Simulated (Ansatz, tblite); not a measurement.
# In(pzH)Cl3 (C3H4Cl3InN2): which spin state is lowest

Aim: set other spin states of In(pzH)Cl3 (C3H4Cl3InN2) against its singlet, on many levels of theory.

The runs use Ansatz 0.2.0, Gaussian basis; as each input shows.

The runs, in order: triplet, at the geometry of the singlet (GFN1-xTB, GFN2-xTB, PBE0-D4/def2-TZVP, PBE-D4/def2-TZVP, r2SCAN-D4/def2-TZVP); the singlet's energies come from earlier runs.

6 further runs of the same task are left out: 3 that didn't finish, 3 set aside as unsound or not needed.

## (1) The relaxed structure

The singlet was relaxed beforehand with PBE-D4/def2-SVP.

13 atoms, charge 0, spin multiplicity 1.

Bond lengths: In1–N2 2.278 Å, In1–Cl11 2.361 Å, In1–Cl12 2.419 Å, In1–Cl13 2.361 Å, N2–C3 1.345 Å, N2–N6 1.344 Å, C3–C4 1.409 Å, C3–H7 1.096 Å, C4–C5 1.399 Å, C4–H8 1.094 Å, C5–N6 1.352 Å, C5–H9 1.095 Å, N6–H10 1.039 Å. Angles: N2–In1–Cl11 104.8°, N2–In1–Cl12 89.7°, N2–In1–Cl13 104.8°, Cl11–In1–Cl12 116.2°, Cl11–In1–Cl13 118.7°, Cl12–In1–Cl13 116.3°, In1–N2–C3 136.5°, In1–N2–N6 116.7°, C3–N2–N6 106.9°, N2–C3–C4 109.7°, N2–C3–H7 120.2°, C4–C3–H7 130.1°, C3–C4–C5 105.0°, C3–C4–H8 127.7°, C5–C4–H8 127.3°, C4–C5–N6 107.0°, C4–C5–H9 131.7°, N6–C5–H9 121.3° and more.

In takes a core potential in the def2 sets. No spin-orbit coupling is included.

## (2) Triplet at the fixed geometry, GFN1-xTB

Tight binding, by tblite at 300 K electronic temperature and without a spin-polarisation term:

```python
tblite.interface.Calculator('GFN1-xTB', numbers, positions, charge=0, uhf=2).singlepoint()
```

Energy -792.5330 eV; 0.11 s.

## (3) Triplet at the fixed geometry, GFN2-xTB

Tight binding, by tblite at 300 K electronic temperature and without a spin-polarisation term:

```python
tblite.interface.Calculator('GFN2-xTB', numbers, positions, charge=0, uhf=2).singlepoint()
```

Energy -794.7461 eV; 0.072 s.

## (4) Triplet at the fixed geometry, PBE0-D4/def2-TZVP

Contents of in.yaml:

```yaml
crystal:
  periodic: [false, false, false]
  atoms:
    - {symbol: In, position_ang: [0.072859, -0.086346, -2.436354]}
    - {symbol: N, position_ang: [0.007828, -0.194058, -0.161938]}
    - {symbol: C, position_ang: [0.003098, -1.165799, 0.768497]}
    - {symbol: C, position_ang: [-0.045842, -0.592488, 2.055182]}
    - {symbol: C, position_ang: [-0.070205, 0.788520, 1.834984]}
    - {symbol: N, position_ang: [-0.036585, 0.976224, 0.496611]}
    - {symbol: H, position_ang: [0.034755, -2.218735, 0.465904]}
    - {symbol: H, position_ang: [-0.061562, -1.110670, 3.018773]}
    - {symbol: H, position_ang: [-0.108537, 1.636051, 2.527853]}
    - {symbol: H, position_ang: [-0.040424, 1.835396, -0.088018]}
    - {symbol: Cl, position_ang: [2.149088, -1.042459, -3.025713]}
    - {symbol: Cl, position_ang: [0.004887, 2.328095, -2.309830]}
    - {symbol: Cl, position_ang: [-1.909348, -1.153722, -3.145970]}
basis:
  gaussian: {orbitals: def2-TZVP}
magnetization: {spin_polarized: true, initial_magnetization: 2}
hamiltonian: {xc: pbe0, dispersion: d4}
scf: {omitted_lower_state_checks: [starts]}
output: {orbitals: {seedname: orbitals}}
```

Command:

```console
$ ansatz run in.yaml --threads 4 --pin off --events-out ev --progress --plain --max-ram 4787MiB
```

Standard output:

```text
Functional definition: PBE0
  name "PBE0"
  cite "Adamo & Barone, J. Chem. Phys. 110, 6158 (1999) doi:10.1063/1.478522"
  cite "Perdew, Burke & Ernzerhof, Phys. Rev. Lett. 77, 3865 (1996) doi:10.1103/PhysRevLett.77.3865"
  parent pbe
  parameter a = 0.25
  parameter kappa = 0.804
  parameter beta = 0.06672455060314922
  exchange = (1 - a)*pbe_x(kappa = kappa, mu = beta*pi^2/3) + a*exact_x
  correlation = pbe_c(beta = beta)
these checks for a lower state are left out or cut short: starts
2311 factors; their error is unknown
the host lacks memory for fits, so the integrals are decomposed
2315 factors; integrals over basis functions are off by at most 1.3e-3 eV
mean field evaluation 1: about -48866.6969 eV, gradient 5.0e1 eV
mean field evaluation 2: about -48730.6175 eV, gradient 1.5e2 eV
mean field evaluation 4: about -48872.5032 eV, gradient 3.5e1 eV
mean field evaluation 8: about -48881.6057 eV, gradient 7.5e0 eV
mean field evaluation 16: about -48882.0438 eV, gradient 2.3e-1 eV
mean field evaluation 32: about -48882.0657 eV, gradient 2.5e-6 eV
mean field -48882.06572372 eV, -1796.3827818927 hartree, gradient 2.5e-6 eV, S^2 2.045500; 0 other end points of the search recorded, 0 dependent functions left out
reference -48882.06577140 eV, -1796.3827836447 hartree; 55, 53 occupied and 285, 287 virtual orbitals, 2315 factors
Total energy: -48882.48130351 eV, -1796.3980541680 hartree
Checks for a lower state left out: starts
```

Wall time 80 s (4 threads of Intel Xeon at 2.50GHz, shared host); peak memory 1.8 GiB.

From the report: HOMO -4.35 eV, LUMO -5.87 eV (over both spins; with the spin held, an empty level of the minority spin lies below the top filled one); ⟨S²⟩ 2.045 (pure: 2.00).

## (5) Triplet at the fixed geometry, PBE-D4/def2-TZVP

start.molden holds the orbitals of an earlier run on this state, given as this run's starting guess.

Changes to in.yaml since step 4:

```diff
@@ -17,5 +17,5 @@
 basis:
-  gaussian: {orbitals: def2-TZVP}
+  gaussian: {orbitals: def2-TZVP, initial_orbitals: start.molden}
 magnetization: {spin_polarized: true, initial_magnetization: 2}
-hamiltonian: {xc: pbe0, dispersion: d4}
+hamiltonian: {xc: pbe, dispersion: d4}
 scf: {omitted_lower_state_checks: [starts]}
```

Same command.

Standard output:

```text
Functional definition: PBE
  name "PBE"
  cite "Perdew, Burke & Ernzerhof, Phys. Rev. Lett. 77, 3865 (1996) doi:10.1103/PhysRevLett.77.3865"
  parent pbe
  parameter kappa = 0.804
  parameter beta = 0.06672455060314922
  exchange = pbe_x(kappa = kappa, mu = beta*pi^2/3)
  correlation = pbe_c(beta = beta)
these checks for a lower state are left out or cut short: starts
2182 factors; their error is unknown
mean field evaluation 1: about -48878.4721 eV, gradient 1.2e1 eV
mean field evaluation 2: about -48878.7164 eV, gradient 3.9e-1 eV
mean field evaluation 4: about -48878.7317 eV, gradient 5.2e-2 eV
mean field evaluation 8: about -48878.6973 eV, gradient 7.3e-1 eV
mean field evaluation 16: about -48878.7021 eV, gradient 5.8e-5 eV
mean field -48878.70210175 eV, -1796.2591710649 hartree, gradient 3.2e-6 eV, S^2 2.009913; 0 other end points of the search recorded, 0 dependent functions left out
reference -48878.70216715 eV, -1796.2591734687 hartree; 55, 53 occupied and 285, 287 virtual orbitals, 2182 factors
Total energy: -48879.17828575 eV, -1796.2766705045 hartree
Checks for a lower state left out: starts
```

Run time: 66 s. Hardware: 4 threads of Intel Xeon at 2.50GHz, shared host; peak memory 1.8 GiB.

From the report: HOMO -2.91 eV, LUMO -7.01 eV (over both spins; with the spin held, an empty level of the minority spin lies below the top filled one); ⟨S²⟩ 2.010 (pure: 2.00).

## (6) Triplet at the fixed geometry, r2SCAN-D4/def2-TZVP

Changes to in.yaml since step 5:

```diff
@@ -19,3 +19,3 @@
 magnetization: {spin_polarized: true, initial_magnetization: 2}
-hamiltonian: {xc: pbe, dispersion: d4}
+hamiltonian: {xc: r2scan, dispersion: d4}
 scf: {omitted_lower_state_checks: [starts]}
```

Launched as before.

Standard output:

```text
Functional definition: r2SCAN
  name "r2SCAN"
  cite "Furness, Kaplan, Ning, Perdew & Sun, J. Phys. Chem. Lett. 11, 8208 (2020) doi:10.1021/acs.jpclett.0c02405"
  cite "Furness, Kaplan, Ning, Perdew & Sun, J. Phys. Chem. Lett. 11, 9248 (2020) doi:10.1021/acs.jpclett.0c03077"
  parent r2scan
  parameter k0 = 0.174
  parameter k1 = 0.065
  parameter a1 = 4.9479
  exchange = r2scan_x(k0 = k0, k1 = k1, a1 = a1)
  correlation = r2scan_c
these checks for a lower state are left out or cut short: starts
2182 factors; their error is unknown
mean field evaluation 1: about -48897.7000 eV, gradient 8.4e0 eV
mean field evaluation 2: about -48897.7775 eV, gradient 1.4e-1 eV
mean field evaluation 4: about -48897.7535 eV, gradient 1.2e-2 eV
mean field evaluation 8: about -48897.7535 eV, gradient 1.3e-5 eV
mean field -48897.75353767 eV, -1796.9592984216 hartree, gradient 1.5e-5 eV, S^2 2.055828; 0 other end points of the search recorded, 0 dependent functions left out
reference -48897.75356035 eV, -1796.9592992551 hartree; 55, 53 occupied and 285, 287 virtual orbitals, 2182 factors
Total energy: -48897.88203555 eV, -1796.9640206315 hartree
Checks for a lower state left out: starts
```

Run time: 49 s. Hardware: 4 threads of Intel Xeon at 2.50GHz, shared host; peak memory 0.98 GiB.

HOMO -3.39 eV, LUMO -6.60 eV (over both spins; with the spin held, an empty level of the minority spin lies below the top filled one); ⟨S²⟩ 2.056 (pure: 2.00).

## (7) Triplet less singlet, vertical

The singlet's energies are those of its earlier runs, whose logs aren't repeated here.

```csv
level,"triplet less singlet, vertical (kcal/mol)",time
GFN1-xTB,+104.1,0.15 s
GFN2-xTB,+84.0,0.12 s
PBE-D4/def2-TZVP,+109.3,80 s
r2SCAN-D4/def2-TZVP,+105.1,79 s
PBE0-D4/def2-TZVP,+106.1,1.8 min
```

Times add the two runs; a level without a time comes out of a correlated run. Tight binding without a spin term can't rank spin states.

## (8) Outcome

| quantity | value |
| --- | --- |
| triplet less singlet, vertical, functionals in def2-TZVP | +105.1 (r2SCAN-D4) to +109.3 kcal/mol (PBE-D4) |

**Reading.** All functionals put the triplet above the singlet, over a spread of 4.1 kcal/mol. The checks for a lower triplet were left out, so another state of that spin may lie lower. These are electronic energies, without zero-point motion, entropy or surroundings.
